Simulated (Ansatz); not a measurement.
LiBe:

```
CELL_PARAMETERS angstrom
2.81115 0.00000 0.00000
0.00000 2.81115 0.00000
0.00000 0.00000 2.81115
ATOMIC_POSITIONS crystal
Be 0.50000 0.50000 0.50000
Li 0.00000 0.00000 0.00000
```

The cell comes from a database or a generator and needn't be the stable form of this composition.

Base run:

| Property | Result |
| --- | --- |
| Program | Ansatz 0.2.0 |
| Functional | PBE |
| Potentials or basis | all-electron LAPW, scalar-relativistic |
| Cutoff | 117 eV |
| Density cutoff | 469 eV |
| Basis error allowed | 0.001 eV/atom |
| k mesh | 9 × 9 × 9 |
| Occupations | fermi-dirac, width 0.05 eV |
| Spin | no spin polarisation |

Its results: pressure 0.4 GPa.

**Question.** The run is repeated on the same cell with these changes: functional from PBE to RPBE. What comes out?

**Answer.** Pressure 2.2 GPa.

RPBE binds less tightly than PBE, so the same cell stands under more pressure.

Not every run made on this cell is shown here.
